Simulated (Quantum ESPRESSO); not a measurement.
# HfH4 in Quantum ESPRESSO: band structure with PBE

Aim: the band structure of HfH4 with PBE.

Program: Quantum ESPRESSO 7.5. These are calculated values, not measurements. Logs are shortened: lines on timing, memory, paths and dates and some standing lists are left out, and cuts for length are marked.

## Step 1: The sheet as given

The cell holds a sheet with vacuum, 5 atoms: a = 6.586 Å, b = 6.586 Å, c = 28.059 Å, α = 90.00°, β = 90.00°, γ = 90.00°.

The cell was built by a generator and needn't be a form met in nature.

## Step 2: Band structure, PBE

Contents of pw.in:

```
&CONTROL
  calculation = 'scf'
  prefix = 'pwscf'
  outdir = './tmp'
  pseudo_dir = './pseudo'
  tprnfor = .true.
  disk_io = 'low'
/
&SYSTEM
  ibrav = 0
  celldm(1) = 8
  nat = 5
  ntyp = 2
  ecutwfc = 132
  nbnd = 22
  occupations = 'smearing'
  smearing = 'mv'
  degauss = 0.01469973
  assume_isolated = '2D'
/
&ELECTRONS
  conv_thr = 5d-09
  electron_maxstep = 150
  mixing_beta = 0.3
  mixing_mode = 'local-TF'
/
ATOMIC_SPECIES
Hf   178.4900 Hf.upf
H      1.0080 H.upf
CELL_PARAMETERS alat
  1.5557926211432   0.0000000000000   0.0000000000000
  0.0000000000000   1.5557926211432   0.0000000000000
  0.0000000000000   0.0000000000000   6.6280348581430
ATOMIC_POSITIONS crystal
Hf     0.5000000000    0.5000000000    0.0000000000
H      0.2724200000    0.5000000000    0.0377600000
H      0.7275800000    0.5000000000    0.0377600000
H      0.5000000000    0.7275800000   -0.0377600000
H      0.5000000000    0.2724200000   -0.0377600000
K_POINTS automatic
4 4 1 0 0 0
```

Contents of bands.in:

```
&CONTROL
  calculation = 'bands'
  prefix = 'pwscf'
  outdir = './tmp'
  pseudo_dir = './pseudo'
  disk_io = 'low'
  verbosity = 'high'
/
&SYSTEM
  ibrav = 0
  celldm(1) = 8
  nat = 5
  ntyp = 2
  ecutwfc = 132
  nbnd = 22
  occupations = 'smearing'
  smearing = 'mv'
  degauss = 0.01469973
  assume_isolated = '2D'
/
&ELECTRONS
  conv_thr = 1d-06
  electron_maxstep = 150
  mixing_beta = 0.3
  mixing_mode = 'local-TF'
  diago_david_ndim = 4
/
ATOMIC_SPECIES
Hf   178.4900 Hf.upf
H      1.0080 H.upf
CELL_PARAMETERS alat
  1.5557926211432   0.0000000000000   0.0000000000000
  0.0000000000000   1.5557926211432   0.0000000000000
  0.0000000000000   0.0000000000000   6.6280348581430
ATOMIC_POSITIONS crystal
Hf     0.5000000000    0.5000000000    0.0000000000
H      0.2724200000    0.5000000000    0.0377600000
H      0.7275800000    0.5000000000    0.0377600000
H      0.5000000000    0.7275800000   -0.0377600000
H      0.5000000000    0.2724200000   -0.0377600000
K_POINTS crystal
36
 0.5000000000  0.5000000000  0.0000000000 1
 0.4642857143  0.4642857143  0.0000000000 1
 0.4285714286  0.4285714286  0.0000000000 1
 0.3928571429  0.3928571429  0.0000000000 1
 0.3571428571  0.3571428571  0.0000000000 1
 0.3214285714  0.3214285714  0.0000000000 1
 0.2857142857  0.2857142857  0.0000000000 1
 0.2500000000  0.2500000000  0.0000000000 1
 0.2142857143  0.2142857143  0.0000000000 1
 0.1785714286  0.1785714286  0.0000000000 1
 0.1428571429  0.1428571429  0.0000000000 1
 0.1071428571  0.1071428571  0.0000000000 1
 0.0714285714  0.0714285714  0.0000000000 1
 0.0357142857  0.0357142857  0.0000000000 1
 0.0000000000  0.0000000000  0.0000000000 1
 0.0000000000  0.0500000000  0.0000000000 1
 0.0000000000  0.1000000000  0.0000000000 1
 0.0000000000  0.1500000000  0.0000000000 1
 0.0000000000  0.2000000000  0.0000000000 1
 0.0000000000  0.2500000000  0.0000000000 1
 0.0000000000  0.3000000000  0.0000000000 1
 0.0000000000  0.3500000000  0.0000000000 1
 0.0000000000  0.4000000000  0.0000000000 1
 0.0000000000  0.4500000000  0.0000000000 1
 0.0000000000  0.5000000000  0.0000000000 1
 0.0454545455  0.5000000000  0.0000000000 1
 0.0909090909  0.5000000000  0.0000000000 1
 0.1363636364  0.5000000000  0.0000000000 1
 0.1818181818  0.5000000000  0.0000000000 1
 0.2272727273  0.5000000000  0.0000000000 1
 0.2727272727  0.5000000000  0.0000000000 1
 0.3181818182  0.5000000000  0.0000000000 1
 0.3636363636  0.5000000000  0.0000000000 1
 0.4090909091  0.5000000000  0.0000000000 1
 0.4545454545  0.5000000000  0.0000000000 1
 0.5000000000  0.5000000000  0.0000000000 1
```

Potentials or basis: PseudoDojo 0.4 SR PBE stringent.

Run with:

```console
OMP_NUM_THREADS=1 mpirun -n 2 pw.x -in pw.in > pw.out
OMP_NUM_THREADS=1 mpirun -n 2 pw.x -nk 2 -in bands.in > bands.out
```

pw.out:

```text
This program is part of the open-source Quantum ESPRESSO suite
     for quantum simulation of materials; please cite
[... 11 lines left out ...]
     --------------------
     sticks:   dense  smooth     PW     G-vecs:    dense   smooth      PW
     Min        3254    3254    870               841396   841396  115332
     Max        3255    3255    871               841411   841411  115343
     Sum        6509    6509   1741              1682807  1682807  230675

     Using Slab Decomposition

     bravais-lattice index     =            0
     lattice parameter (alat)  =       8.0000  a.u.
     unit-cell volume          =    8214.0655 (a.u.)^3
     number of atoms/cell      =            5
     number of atomic types    =            2
     number of electrons       =        30.00
     number of Kohn-Sham states=           22
     kinetic-energy cutoff     =     132.0000  Ry
     charge density cutoff     =     528.0000  Ry
     scf convergence threshold =      5.0E-09
     mixing beta               =       0.3000
     number of iterations used =            8  local-TF  mixing
     Exchange-correlation= PBE
                           (   1   4   3   4   0   0   0)

     celldm(1)=   8.000000  celldm(2)=   0.000000  celldm(3)=   0.000000
     celldm(4)=   0.000000  celldm(5)=   0.000000  celldm(6)=   0.000000

     crystal axes: (cart. coord. in units of alat)
               a(1) = (   1.555793   0.000000   0.000000 )
               a(2) = (   0.000000   1.555793   0.000000 )
               a(3) = (   0.000000   0.000000   6.628035 )

     reciprocal axes: (cart. coord. in units 2 pi/alat)
               b(1) = (  0.642759  0.000000  0.000000 )
               b(2) = (  0.000000  0.642759  0.000000 )
               b(3) = (  0.000000  0.000000  0.150874 )

     PseudoPot. # 1 for Hf read from file:
     Hf.upf
     Pseudo is Norm-conserving + core correction, Zval = 26.0
     Generated using ONCVPSP code by D. R. Hamann
     Using radial grid of 1656 points,  8 beta functions with:
                l(1) =   0
                l(2) =   0
                l(3) =   1
                l(4) =   1
                l(5) =   2
                l(6) =   2
                l(7) =   3
                l(8) =   3

     PseudoPot. # 2 for H  read from file:
     H.upf
     Pseudo is Norm-conserving, Zval =  1.0
     Generated using ONCVPSP code by D. R. Hamann
     Using radial grid of 1166 points,  3 beta functions with:
                l(1) =   0
                l(2) =   0
                l(3) =   1

     atomic species   valence    mass     pseudopotential
     Hf               26.00   178.49000     Hf( 1.00)
     H                 1.00     1.00800     H ( 1.00)

      8 Sym. Ops. (no inversion) found

   Cartesian axes

     site n.     atom                  positions (alat units)
         1        Hf     tau(   1) = (   0.7778963   0.7778963   0.0000000  )
         2        H      tau(   2) = (   0.4238290   0.7778963   0.2502746  )
         3        H      tau(   3) = (   1.1319636   0.7778963   0.2502746  )
         4        H      tau(   4) = (   0.7778963   1.1319636  -0.2502746  )
         5        H      tau(   5) = (   0.7778963   0.4238290  -0.2502746  )

     number of k points=     6  Marzari-Vanderbilt smearing, width (Ry)=  0.0147
                       cart. coord. in units 2pi/alat
        k(    1) = (   0.0000000   0.0000000   0.0000000), wk =   0.1250000
        k(    2) = (   0.0000000   0.1606898   0.0000000), wk =   0.5000000
        k(    3) = (   0.0000000  -0.3213796   0.0000000), wk =   0.2500000
        k(    4) = (   0.1606898   0.1606898   0.0000000), wk =   0.5000000
        k(    5) = (   0.1606898  -0.3213796   0.0000000), wk =   0.5000000
        k(    6) = (  -0.3213796  -0.3213796   0.0000000), wk =   0.1250000

     Dense  grid:  1682807 G-vectors     FFT dimensions: (  96,  96, 400)

 ----2D----2D----2D----2D----2D----2D----2D----2D----2D----2D----2D----2D
  The code is running with the 2D cutoff
  Please refer to:
  Sohier, T., Calandra, M., & Mauri, F. (2017),
  Density functional perturbation theory for gated two-dimensional heterostructures:
  Theoretical developments and application to flexural phonons in graphene.
  Physical Review B, 96(7), 75448.
 ----2D----2D----2D----2D----2D----2D----2D----2D----2D----2D----2D----2D

     Initial potential from superposition of free atoms

     starting charge      29.9981, renormalised to      30.0000

     negative rho (up, down):  3.720E-05 0.000E+00
     Starting wfcs are   21 randomized atomic wfcs +    1 random wfcs

     Self-consistent Calculation

     iteration #  1     ecut=   132.00 Ry     beta= 0.30
     Davidson diagonalization with overlap
     ethr =  1.00E-02,  avg # of iterations =  5.0

     negative rho (up, down):  8.296E-05 0.000E+00
[... 49 lines left out ...]
     total energy              =    -572.67939729 Ry
     estimated scf accuracy    <       0.00032815 Ry

     iteration #  8     ecut=   132.00 Ry     beta= 0.30
     Davidson diagonalization with overlap
     c_bands:  1 eigenvalues not converged
     ethr =  1.09E-06,  avg # of iterations =  8.7

     negative rho (up, down):  1.155E-03 0.000E+00

     total energy              =    -572.67934596 Ry
     estimated scf accuracy    <       0.00045289 Ry

     iteration #  9     ecut=   132.00 Ry     beta= 0.30
     Davidson diagonalization with overlap
     c_bands:  1 eigenvalues not converged
     ethr =  1.09E-06,  avg # of iterations =  7.3

     negative rho (up, down):  8.057E-03 0.000E+00

     total energy              =    -572.67933314 Ry
     estimated scf accuracy    <       0.00015963 Ry
[... 118 lines left out ...]
     iteration # 23     ecut=   132.00 Ry     beta= 0.30
     Davidson diagonalization with overlap
     ethr =  3.15E-11,  avg # of iterations =  2.8

     End of self-consistent calculation

          k = 0.0000 0.0000 0.0000 (210353 PWs)   bands (ev):

   -67.4928 -36.0858 -36.0858 -36.0856 -17.3461 -17.3461 -17.3461 -17.2864
   -17.2864 -17.2864 -17.2355  -8.6733  -7.2237  -7.0670  -7.0670  -3.1486
    -3.0496  -2.3788  -1.9107  -1.9107  -0.4145   0.0834

          k = 0.0000 0.1607 0.0000 (210340 PWs)   bands (ev):

   -67.4928 -36.0858 -36.0858 -36.0856 -17.3461 -17.3461 -17.3461 -17.2864
   -17.2864 -17.2864 -17.2355  -8.6384  -7.2227  -7.1025  -7.0656  -3.1292
    -3.0745  -2.3547  -2.2218  -1.8769  -0.0666   0.2509

          k = 0.0000-0.3214 0.0000 (210458 PWs)   bands (ev):

   -67.4928 -36.0858 -36.0858 -36.0856 -17.3461 -17.3461 -17.3461 -17.2864
   -17.2864 -17.2864 -17.2355  -8.6016  -7.2226  -7.1392  -7.0641  -3.1010
    -3.0982  -2.5569  -2.2167  -1.8441   0.4454   0.5119

          k = 0.1607 0.1607 0.0000 (210328 PWs)   bands (ev):

   -67.4928 -36.0858 -36.0858 -36.0856 -17.3461 -17.3461 -17.3461 -17.2864
   -17.2864 -17.2864 -17.2355  -8.6027  -7.2209  -7.1394  -7.0639  -3.1171
    -3.1014  -2.3052  -2.2445  -2.1162   0.2278   0.4156

          k = 0.1607-0.3214 0.0000 (210248 PWs)   bands (ev):

   -67.4928 -36.0858 -36.0858 -36.0856 -17.3461 -17.3461 -17.3461 -17.2864
   -17.2864 -17.2864 -17.2355  -8.5648  -7.2200  -7.1772  -7.0626  -3.1399
    -3.0833  -2.4921  -2.2220  -2.0907   0.6299   0.7346

          k =-0.3214-0.3214 0.0000 (210264 PWs)   bands (ev):

   -67.4928 -36.0858 -36.0858 -36.0856 -17.3461 -17.3461 -17.3461 -17.2864
   -17.2864 -17.2864 -17.2354  -8.5256  -7.2173  -7.2173  -7.0614  -3.1757
    -3.0589  -2.4312  -2.4312  -2.0695   0.6057   1.0853

     the Fermi energy is    -5.9870 ev

!    total energy              =    -572.67932087 Ry
     estimated scf accuracy    <          3.5E-09 Ry
     smearing contrib. (-TS)   =       0.00000000 Ry
     internal energy E=F+TS    =    -572.67932087 Ry

     The total energy is F=E-TS. E is the sum of the following terms:
     one-electron contribution =   -1526.39940549 Ry
     hartree contribution      =     773.96196969 Ry
     xc contribution           =     -84.20523932 Ry
     ewald contribution        =     263.96335425 Ry

     convergence has been achieved in  23 iterations

     Forces acting on atoms (cartesian axes, Ry/au):

     atom    1 type  1   force =     0.00000000    0.00000000    0.00000000
     atom    2 type  2   force =     0.00011482   -0.00000000   -0.00021301
     atom    3 type  2   force =    -0.00011482    0.00000000   -0.00021301
     atom    4 type  2   force =     0.00000000   -0.00011482    0.00021301
     atom    5 type  2   force =    -0.00000000    0.00011482    0.00021301

     Total force =     0.000484     Total SCF correction =     0.000012

=------------------------------------------------------------------------------=
   JOB DONE.
=------------------------------------------------------------------------------=
```

It took 22 min on 2 MPI ranks of Arm Neoverse V2, shared host; peak memory 5.2 GiB.

Results:

* Free energy: -7791.6991 eV
* Largest force: 0.006 eV/Å
* Band gap on the k mesh: 3.89 eV, direct
* Band gap along the path: 3.89 eV, direct

Forces on the atoms (eV/Å):
```
Hf   0.000  0.000  0.000
H    0.003  0.000 -0.005
H   -0.003  0.000 -0.005
H    0.000 -0.003  0.005
H    0.000  0.003  0.005
```

Levels at the corners of the path, in eV from the valence-band top:
```
point  band 13  band 14  band 15  band 16  band 17  band 18
    M    -0.16    -0.16     0.00     3.89     4.00     4.63
    Γ    -0.16    -0.01    -0.01     3.91     4.01     4.68
    X    -0.16    -0.08     0.00     3.96     3.96     4.50
    M    -0.16    -0.16     0.00     3.89     4.00     4.63
```

Caveat: this smearing can shift energies of a crystal with a gap; spin-orbit coupling is left out, which moves the levels of the heavy elements. Expect the measured gap to be larger: semilocal functionals such as PBE lack the derivative discontinuity.
